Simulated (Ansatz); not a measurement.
# CH9GeNSi: one species, many methods

Aim: compute CH9GeNSi with functionals from several rungs and with coupled cluster. The yardstick is the atomisation energy at the CCSD(T) limit.

Computed with Ansatz 0.2.0, Gaussian basis. Level: functionals in def2-TZVPP, the program's frozen cores in correlated methods.

Levels to be run: LDA (SPW92), PBE-D4, revPBE-D4, BLYP-D4, r2SCAN-D4, B97M-V, PBE0-D4, B3LYP-D4, r2SCANh-D4, r2SCAN0-D4, HSE06-D4, BHLYP-D4, CAM-B3LYP-D4, LC-ωPBE, ωB97X-V, ωB97M-V, B2PLYP, PBE-QIDH; CCSD(T)/def2-SVP; CCSD(T)/def2-TZVPP; MP2/def2-QZVPP; extrapolation to the limit; RPA on PBE.

## Step 1: The relaxed structure

All runs share one geometry, relaxed beforehand with PBE0-D4 in a triple-zeta def2 set.

SMILES `C[SiH2][NH][GeH3]`, 13 atoms, charge 0, spin multiplicity 1.

Atoms are counted from 1 here; the program's logs count them from 0.

Bond lengths: C1–Si2 1.866 Å, C1–H5 1.093 Å, C1–H6 1.092 Å, C1–H7 1.094 Å, Si2–N3 1.722 Å, Si2–H8 1.495 Å, Si2–H9 1.489 Å, N3–Ge4 1.837 Å, N3–H10 1.010 Å, Ge4–H11 1.534 Å, Ge4–H12 1.539 Å, Ge4–H13 1.544 Å. Angles: Si2–C1–H5 110.6°, Si2–C1–H6 111.0°, Si2–C1–H7 110.9°, H5–C1–H6 108.5°, H5–C1–H7 107.6°, H6–C1–H7 108.1°, C1–Si2–N3 111.7°, C1–Si2–H8 107.8°, C1–Si2–H9 111.1°, N3–Si2–H8 112.7°, N3–Si2–H9 105.9°, H8–Si2–H9 107.6°, Si2–N3–Ge4 127.3°, Si2–N3–H10 117.1°, Ge4–N3–H10 113.9°, N3–Ge4–H11 107.1°, N3–Ge4–H12 108.1°, N3–Ge4–H13 112.0° and more.

As a file:

```mol
CH9GeNSi
  3D, bonds by distance, orders not assigned

 13 12  0  0  0  0  0  0  0  0999 V2000
    0.5569    2.0505   -0.8510 C   0  0
   -0.4029    0.4522   -0.7655 Si  0  0
    0.4263   -0.7386    0.1622 N   0  0
   -0.3033   -1.9202    1.3652 Ge  0  0
    0.0152    2.7925   -1.4439 H   0  0
    0.7246    2.4599    0.1476 H   0  0
    1.5308    1.8961   -1.3237 H   0  0
   -0.6745    0.0071   -2.1664 H   0  0
   -1.7162    0.6513   -0.0929 H   0  0
    1.3639   -0.9771   -0.1274 H   0  0
   -1.5091   -1.2229    2.0084 H   0  0
    0.7701   -2.2568    2.4154 H   0  0
   -0.7614   -3.2288    0.6869 H   0  0
  1  2  8  0
  2  3  8  0
  3  4  8  0
  1  5  8  0
  1  6  8  0
  1  7  8  0
  2  8  8  0
  2  9  8  0
  3 10  8  0
  4 11  8  0
  4 12  8  0
  4 13  8  0
M  END
```

## Step 2: LDA

This LDA is Slater exchange with PW92 correlation.

Contents of in.yaml:

```yaml
crystal:
  periodic: [false, false, false]
  atoms:
    - {symbol: C, position_ang: [0.556902, 2.050464, -0.850962]}
    - {symbol: Si, position_ang: [-0.402855, 0.452206, -0.765527]}
    - {symbol: N, position_ang: [0.426285, -0.738571, 0.162156]}
    - {symbol: Ge, position_ang: [-0.303306, -1.920155, 1.365190]}
    - {symbol: H, position_ang: [0.015165, 2.792470, -1.443892]}
    - {symbol: H, position_ang: [0.724578, 2.459948, 0.147604]}
    - {symbol: H, position_ang: [1.530813, 1.896107, -1.323698]}
    - {symbol: H, position_ang: [-0.674546, 0.007071, -2.166421]}
    - {symbol: H, position_ang: [-1.716230, 0.651349, -0.092900]}
    - {symbol: H, position_ang: [1.363858, -0.977064, -0.127395]}
    - {symbol: H, position_ang: [-1.509118, -1.222891, 2.008439]}
    - {symbol: H, position_ang: [0.770125, -2.256821, 2.415427]}
    - {symbol: H, position_ang: [-0.761371, -3.228814, 0.686880]}
basis:
  gaussian: {orbitals: def2-TZVPP}
hamiltonian: {xc: lda}
output: {orbitals: {seedname: orbitals}}
```

The run is started by

```sh
> ansatz run in.yaml --threads 4 --pin off --events-out ev --progress --plain --max-ram 10444MiB
```

The runs that follow: PBE-D4 (GGA); revPBE-D4 (GGA); BLYP-D4 (GGA); r2SCAN-D4 (meta-GGA); B97M-V (meta-GGA); PBE0-D4 (hybrid); B3LYP-D4 (hybrid); r2SCANh-D4 (hybrid); r2SCAN0-D4 (hybrid); HSE06-D4 (hybrid); BHLYP-D4 (hybrid); CAM-B3LYP-D4 (range-separated); LC-ωPBE (range-separated); ωB97X-V (range-separated); ωB97M-V (range-separated); B2PLYP (double hybrid); PBE-QIDH (double hybrid); CCSD(T) in def2-SVP; CCSD(T) in def2-TZVPP; MP2 in def2-QZVPP; RPA on PBE orbitals.

Q: Predict the results of all the runs planned. Wanted: atomisation energy, CCSD(T)/CBS; farthest beyond LDA; mean size of error, GGA; mean size of error, meta-GGA; mean size of error, hybrid; mean size of error, range-separated; mean size of error, double hybrid; gap, smallest and largest; T1 diagnostic.

The runs gave:

| quantity | value |
| --- | --- |
| atomisation energy, CCSD(T)/CBS | 4231.7 kJ/mol |
| functionals within 42.3 kJ/mol (1.0 %) | PBE-D4, r2SCAN-D4, B97M-V, B3LYP-D4, r2SCANh-D4, CAM-B3LYP-D4, ωB97X-V, ωB97M-V |
| farthest beyond LDA | revPBE-D4 (-96.0 kJ/mol) |
| mean size of error, GGA | 55.1 kJ/mol |
| mean size of error, meta-GGA | 18.3 kJ/mol |
| mean size of error, hybrid | 48.0 kJ/mol |
| mean size of error, range-separated | 22.2 kJ/mol |
| mean size of error, double hybrid | 59.5 kJ/mol |
| gap, smallest and largest | 5.11 eV (LDA (SPW92)), 12.30 eV (LC-ωPBE) |
| T1 diagnostic | 0.0108 |
| triples share of the correlation energy | 3.5 % |

What this shows: The LDA atomisation energy is off by 486.2 kJ/mol (11 %): it overbinds. PBE-D4 misses by -19.5 kJ/mol. Double hybrids carry the basis error of their MP2 part in triple zeta, and no dispersion term here, so their miss is partly the set-up's. The rungs meta-GGA, range-separated miss on average by less than the doubt on the reference (42.3 kJ/mol), so they tie. The reference freezes the cores and leaves out relativity and excitations past (T), and its outer-core shells are covered unevenly, so misses under about 42.3 kJ/mol can't be ranked. Hartree-Fock recovers 74 % of the binding; the rest is correlation. CCSD(T) in def2-SVP is off by -275.5 kJ/mol, worse than the median functional, from the basis alone. The gap grows from 5.1 to 12.3 eV across the functionals, mostly with the share of exact exchange. Correlated methods include outer-core shells of Ge, which these sets cover unevenly.
